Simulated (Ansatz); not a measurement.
# LiGaSi2O6: the cost of one run

Method: DFT LDA, plane waves, PAW, scalar-relativistic, no spin polarisation, in Ansatz 0.2.0.

## 1. The structure to begin with

The cell holds 40 atoms (Ga4Li4O24Si8): a = 7.180 Å, b = 7.180 Å, c = 9.561 Å, α = 65.65°, β = 65.65°, γ = 73.28°.

Its coordinates follow in the input file.

## 2. Run 1

200 steps of 1.5 fs under a Langevin thermostat and barostat at 900 K and 0 GPa.

input.yaml

```yaml
crystal:
  lattice:
    - [2.960133, 4.2849, 4.943096]
    - [2.960133, -4.2849, 4.943096]
    - [9.5614, 0.0, 0.0]
  atoms:
    - { symbol: Li, position: [0.8905, 0.3595, 0.375] }
    - { symbol: Li, position: [0.6095, 0.1405, 0.125] }
    - { symbol: Ga, position: [0.52651, 0.72349, 0.375] }
    - { symbol: Ga, position: [0.97349, 0.77651, 0.125] }
    - { symbol: Si, position: [0.22139, 0.03923, 0.16625] }
    - { symbol: Si, position: [0.21077, 0.02861, 0.58375] }
    - { symbol: Si, position: [0.27861, 0.46077, 0.33375] }
    - { symbol: Si, position: [0.28923, 0.47139, 0.91625] }
    - { symbol: O, position: [0.15568, 0.98812, 0.0416] }
    - { symbol: O, position: [0.26188, 0.09432, 0.7084] }
    - { symbol: O, position: [0.34432, 0.51188, 0.4584] }
    - { symbol: O, position: [0.23812, 0.40568, 0.7916] }
    - { symbol: O, position: [0.42325, 0.89965, 0.20391] }
    - { symbol: O, position: [0.35035, 0.82675, 0.54609] }
    - { symbol: O, position: [0.07675, 0.60035, 0.29609] }
    - { symbol: O, position: [0.14965, 0.67325, 0.95391] }
    - { symbol: O, position: [0.02465, 0.02445, 0.33238] }
    - { symbol: O, position: [0.22555, 0.22535, 0.41762] }
    - { symbol: O, position: [0.47535, 0.47555, 0.16762] }
    - { symbol: O, position: [0.27445, 0.27465, 0.08238] }
    - { symbol: Li, position: [0.3905, 0.8595, 0.875] }
    - { symbol: Li, position: [0.1095, 0.6405, 0.625] }
    - { symbol: Ga, position: [0.02651, 0.22349, 0.875] }
    - { symbol: Ga, position: [0.47349, 0.27651, 0.625] }
    - { symbol: Si, position: [0.72139, 0.53923, 0.66625] }
    - { symbol: Si, position: [0.71077, 0.52861, 0.08375] }
    - { symbol: Si, position: [0.77861, 0.96077, 0.83375] }
    - { symbol: Si, position: [0.78923, 0.97139, 0.41625] }
    - { symbol: O, position: [0.65568, 0.48812, 0.5416] }
    - { symbol: O, position: [0.76188, 0.59432, 0.2084] }
    - { symbol: O, position: [0.84432, 0.01188, 0.9584] }
    - { symbol: O, position: [0.73812, 0.90568, 0.2916] }
    - { symbol: O, position: [0.92325, 0.39965, 0.70391] }
    - { symbol: O, position: [0.85035, 0.32675, 0.04609] }
    - { symbol: O, position: [0.57675, 0.10035, 0.79609] }
    - { symbol: O, position: [0.64965, 0.17325, 0.45391] }
    - { symbol: O, position: [0.52465, 0.52445, 0.83238] }
    - { symbol: O, position: [0.72555, 0.72535, 0.91762] }
    - { symbol: O, position: [0.97535, 0.97555, 0.66762] }
    - { symbol: O, position: [0.77445, 0.77465, 0.58238] }
basis:
  ecutwfc: 150.0
kpoints:
  mp_grid: { grid: [2, 2, 1] }
hamiltonian:
  xc: lda
scf:
  occupations: { method: fermi_dirac, width: 0.05 }
  lower_state_search: "off"
  max_iter: 73
md:
  timestep: 1.5
  n_steps: 200
  ensemble: npt_langevin
  temperature: 900.0
  initial_velocities: maxwell_boltzmann
  seed: 397204
  friction: 0.02
  pressure: 0.0
  fix_cell: [shape]
```

The run is started by

```sh
ansatz run input.yaml --threads 2 --pin off --max-ram 5120MiB --backend cpu --events-out ev --progress --plain --runs-dir out
```

Q: Estimate wall time and peak memory on 2 threads of Arm Neoverse V1, shared host.

About 7.1 min, with a peak of 0.54 GiB.
